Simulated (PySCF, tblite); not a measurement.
# C8H6N2S: geometry, infrared bands and NMR shifts

Aim: predict the infrared bands and NMR shifts of C8H6N2S (`c1ccc(-c2nncs2)cc1`).

The runs use tblite 0.8.0 and PySCF 2.14.0, with density-fitted response routines of our own; the level of theory stands in each step. All values are computed, except where a source is named. Atoms are numbered from 0 throughout.

## (1) The molecule as given

17 atoms, charge 0, multiplicity 1; geometry from: force field or distance geometry start.

Bonds of the start (Å): C0–C1 1.37, C1–C2 1.40, C2–C3 1.38, C3–C4 1.46, C4–N5 1.32, N5–N6 1.28, N6–C7 1.34, C7–S8 1.88, C3–C9 1.38, C9–C10 1.38, C10–C0 1.38, S8–C4 1.68, C0–H11 1.11, C1–H12 1.11, C2–H13 1.08, C7–H14 1.08, C9–H15 1.07, C10–H16 1.08.

## (2) Optimising the geometry with GFN2-xTB

The job: settings as JSON, then the geometry in Å.

```
{"job": {"kind": "relax", "xc": "GFN2-xTB", "basis": "xTB"}, "charge": 0, "multiplicity": 1}
C     -2.793000    -0.229900     0.104300
C     -2.092800     0.219700     1.197000
C     -0.701100     0.328000     1.172000
C     -0.083100    -0.003900    -0.020900
C      1.372800     0.110400    -0.043800
N      2.129000    -0.169000    -1.087300
N      3.396200    -0.026300    -1.028200
C      3.952900     0.410400     0.105500
S      2.420200     0.622200     1.170000
C     -0.779700    -0.457700    -1.123800
C     -2.154600    -0.569600    -1.076700
H     -3.901600    -0.317200     0.153800
H     -2.627900     0.479700     2.137300
H     -0.160900     0.678200     2.035600
H      5.003200     0.571300     0.271900
H     -0.277200    -0.720900    -2.034100
H     -2.709500    -0.913500    -1.942400
```

The run is started by

```bash
> OMP_NUM_THREADS=1 python probes_run.py task.json out
```

This one command runs all jobs of the session in turn.

**Question.** This job is followed by: GFN2-xTB harmonic vibrations, gas phase; GIAO PBE0/pcSseg-1 NMR shielding, non-relativistic, gas phase. What will the session give for the following? strongest single infrared mode (GFN2-xTB); zero-point energy (GFN2-xTB); 13C shifts against TMS (PBE0/pcSseg-1, means over atoms taken as alike); 1H shifts against TMS (PBE0/pcSseg-1, means over atoms taken as alike); 15N shifts against NH3 (PBE0/pcSseg-1); 33S shifts against CS2 (PBE0/pcSseg-1).

**Answer**, as computed:

```
                                                               quantity                                         value
                              strongest single infrared mode (GFN2-xTB)                          1209 cm⁻¹, 87 km/mol
                                           zero-point energy (GFN2-xTB)                                 75.5 kcal/mol
13C shifts against TMS (PBE0/pcSseg-1, means over atoms taken as alike)  174.5, 151.1, 137.3, 135.3, 135.0, 134.5 ppm
 1H shifts against TMS (PBE0/pcSseg-1, means over atoms taken as alike)                    8.66, 8.53, 7.80, 7.73 ppm
                                 15N shifts against NH3 (PBE0/pcSseg-1)                              409.4, 389.8 ppm
                                 33S shifts against CS2 (PBE0/pcSseg-1)                                       266 ppm
```

**Reading.** The optimisation took 31 steps and gained 0.879 eV; among the close pairs (by a distance rule), C7–S8 changed most, from 1.878 to 1.734 Å. No mode is imaginary among the 45: a minimum at this level. The strongest single mode, at 1209 cm⁻¹, is spread over many atoms; the largest shares are those of N6, N5. GFN2-xTB is a fitted tight-binding method: band positions and strengths are rough. Its intensities can rank the bands wrongly. NICS(1)zz of -26 ppm above the planar ring from C0 marks a diatropic (aromatic) ring current. NICS(1)zz of -25 ppm above the planar ring from C4 marks a diatropic (aromatic) ring current.
